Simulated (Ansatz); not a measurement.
# Ga12Sb12 zinc blende off sphere (Ga₁₂Sb₁₂H₃₂): one state, many levels

One table from this session's results is given with a row withheld; the runs are named, their logs left out.

Method: as each input shows; program: Ansatz 0.2.0, Gaussian basis.

Levels to be run: PBE-D4/def2-SVP, r2SCAN-D4/def2-SVP, HSE06-D4/def2-SVP, PBE0-D4/def2-TZVP, PBE-D4/def2-TZVP, MP2/def2-SVP.

2 further runs of the same task are left out: 1 for a known fault of the program, 1 set aside as unsound or not needed. Runs told in other sessions of the task aren't counted.

## The structure

The singlet was relaxed beforehand with PBE-D4/def2-SVP.

56 atoms, charge 0, spin multiplicity 1.

Atoms are counted from 1 here; the program's logs count them from 0.

Bond lengths: Ga1–Sb14 2.737 Å, Ga1–Sb15 2.686 Å, Ga1–H25 1.579 Å, Ga1–H26 1.584 Å, Ga2–Sb13 2.714 Å, Ga2–Sb17 2.721 Å, Ga2–H27 1.576 Å, Ga2–H28 1.574 Å, Ga3–Sb16 2.706 Å, Ga3–Sb18 2.709 Å, Ga3–H29 1.574 Å, Ga3–H30 1.587 Å, Ga4–Sb14 2.658 Å, Ga4–Sb19 2.702 Å, Ga4–Sb20 2.658 Å, Ga4–H31 1.579 Å, Ga5–Sb16 2.664 Å, Ga5–Sb19 2.689 Å and more. Angles: Sb14–Ga1–Sb15 98.2°, Sb14–Ga1–H25 105.1°, Sb14–Ga1–H26 103.8°, Sb15–Ga1–H25 111.4°, Sb15–Ga1–H26 110.1°, H25–Ga1–H26 124.4°, Sb13–Ga2–Sb17 98.4°, Sb13–Ga2–H27 107.9°, Sb13–Ga2–H28 106.2°, Sb17–Ga2–H27 107.0°, Sb17–Ga2–H28 105.4°, H27–Ga2–H28 128.0°, Sb16–Ga3–Sb18 96.3°, Sb16–Ga3–H29 109.9°, Sb16–Ga3–H30 105.6°, Sb18–Ga3–H29 111.6°, Sb18–Ga3–H30 104.3°, H29–Ga3–H30 125.3° and more.

Sb takes a core potential in the def2 sets. No spin-orbit coupling is included.

PBE0-D4/def2-SVP was run before; its log isn't repeated, and its numbers join the tables.

Set-up of the first run:

start.molden holds the orbitals of an earlier run on this state, given as this run's starting guess.

Input file in.yaml:

```yaml
crystal:
  periodic: [false, false, false]
  atoms:
    - {symbol: Ga, position_ang: [-4.962530, 1.695905, -0.385232]}
    - {symbol: Ga, position_ang: [-2.471670, -4.181856, 2.890479]}
    - {symbol: Ga, position_ang: [1.069927, -4.642729, -0.599932]}
    - {symbol: Ga, position_ang: [-1.936147, 1.938440, -3.851063]}
    - {symbol: Ga, position_ang: [1.468856, -1.463581, -3.898910]}
    - {symbol: Ga, position_ang: [-1.707971, -1.236501, -0.951355]}
    - {symbol: Ga, position_ang: [-1.571838, 1.563770, 2.579820]}
    - {symbol: Ga, position_ang: [1.430804, -1.430191, 1.904138]}
    - {symbol: Ga, position_ang: [1.237501, 1.711479, -0.949058]}
    - {symbol: Ga, position_ang: [-1.701128, 4.959663, -0.379551]}
    - {symbol: Ga, position_ang: [4.643430, -1.069379, -0.596372]}
    - {symbol: Ga, position_ang: [4.182315, 2.474495, 2.892880]}
    - {symbol: Sb, position_ang: [-3.203672, -2.699751, 0.738073]}
    - {symbol: Sb, position_ang: [-3.351770, 0.419270, -2.192206]}
    - {symbol: Sb, position_ang: [-3.057303, 3.051171, 0.937319]}
    - {symbol: Sb, position_ang: [-0.105026, -2.872274, -2.276076]}
    - {symbol: Sb, position_ang: [-0.169031, -2.870819, 3.510240]}
    - {symbol: Sb, position_ang: [2.935831, -2.936147, 0.371055]}
    - {symbol: Sb, position_ang: [-0.235543, 0.242686, -5.088401]}
    - {symbol: Sb, position_ang: [-0.420682, 3.353940, -2.188532]}
    - {symbol: Sb, position_ang: [2.874935, 0.108923, -2.272427]}
    - {symbol: Sb, position_ang: [-0.212009, 0.213104, 0.667541]}
    - {symbol: Sb, position_ang: [2.876488, 0.167686, 3.507988]}
    - {symbol: Sb, position_ang: [2.700715, 3.207143, 0.740185]}
    - {symbol: H, position_ang: [-5.863143, 2.663336, -1.249675]}
    - {symbol: H, position_ang: [-5.522508, 0.520899, 0.518049]}
    - {symbol: H, position_ang: [-3.496266, -3.890201, 4.051642]}
    - {symbol: H, position_ang: [-2.017921, -5.579359, 2.326298]}
    - {symbol: H, position_ang: [1.726760, -5.808971, -1.428852]}
    - {symbol: H, position_ang: [0.050606, -4.833958, 0.601785]}
    - {symbol: H, position_ang: [-2.743264, 2.746011, -4.942095]}
    - {symbol: H, position_ang: [2.306162, -2.299340, -4.944041]}
    - {symbol: H, position_ang: [-2.402486, 0.425663, 3.312134]}
    - {symbol: H, position_ang: [-0.439181, 2.394802, 3.319931]}
    - {symbol: H, position_ang: [-2.667867, 5.861571, -1.243415]}
    - {symbol: H, position_ang: [-0.527754, 5.518342, 0.526645]}
    - {symbol: H, position_ang: [5.810381, -1.725019, -1.425701]}
    - {symbol: H, position_ang: [4.834497, -0.052050, 0.607365]}
    - {symbol: H, position_ang: [5.581524, 2.025642, 2.328869]}
    - {symbol: H, position_ang: [3.886858, 3.496358, 4.055484]}
    - {symbol: H, position_ang: [-4.203762, -3.700531, -0.237763]}
    - {symbol: H, position_ang: [-4.436658, -1.604643, 1.206369]}
    - {symbol: H, position_ang: [-4.247794, -0.622966, -3.231652]}
    - {symbol: H, position_ang: [-4.022006, 4.013357, 1.992219]}
    - {symbol: H, position_ang: [-1.133998, -3.733602, -3.355379]}
    - {symbol: H, position_ang: [0.856701, -3.972671, 4.341007]}
    - {symbol: H, position_ang: [-0.463756, -1.847023, 4.857034]}
    - {symbol: H, position_ang: [3.807993, -3.809036, 1.574547]}
    - {symbol: H, position_ang: [-1.126395, -0.666707, -6.245308]}
    - {symbol: H, position_ang: [0.677067, 1.138263, -6.239092]}
    - {symbol: H, position_ang: [0.620142, 4.253818, -3.226069]}
    - {symbol: H, position_ang: [3.738116, 1.138274, -3.349925]}
    - {symbol: H, position_ang: [1.859312, 0.456027, 4.861206]}
    - {symbol: H, position_ang: [3.983757, -0.859516, 4.329449]}
    - {symbol: H, position_ang: [1.606240, 4.440827, 1.208176]}
    - {symbol: H, position_ang: [3.701760, 4.206455, -0.236043]}
basis:
  gaussian: {orbitals: def2-SVP, fitting: {mean_field: def2-universal-jkfit}, initial_orbitals: start.molden}
hamiltonian: {xc: pbe, dispersion: d4}
scf: {omitted_lower_state_checks: [starts]}
output: {forces: true, orbitals: {seedname: orbitals}}
```

Run with:

```sh
ansatz run in.yaml --threads 11 --pin off --events-out ev --progress --plain --max-ram 174080MiB --backend cuda --devices 0, --max-vram 75GiB
```

Steps of the session up to this table: PBE-D4/def2-SVP; r2SCAN-D4/def2-SVP; HSE06-D4/def2-SVP; PBE0-D4/def2-TZVP; PBE-D4/def2-TZVP; MP2/def2-SVP.

One table of the session follows, with a row left open; its other results are not shown here.

It belongs to the step «Binding energy». 

| level | binding an atom (eV) |
| --- | --- |
| HF/def2-SVP | 1.514 |
| PBE-D4/def2-SVP | 2.404 |
| PBE-D4/def2-TZVP | 2.410 |
| r2SCAN-D4/def2-SVP | 2.387 |
| PBE0-D4/def2-SVP | 2.392 |
| PBE0-D4/def2-TZVP | ? |
| HSE06-D4/def2-SVP | 2.390 |
| MP2/def2-SVP | 2.170 |

Q: Estimate the row for PBE0-D4/def2-TZVP from the others.

As computed: binding an atom (eV): 2.399. In the column «binding an atom (eV)» it lies between PBE0-D4/def2-SVP (2.392) and PBE-D4/def2-SVP (2.404).

Caveats from the session: Free atoms were run apart at each level; binding is atoms less cluster, divided by the number of atoms, without zero-point or spin-orbit terms.
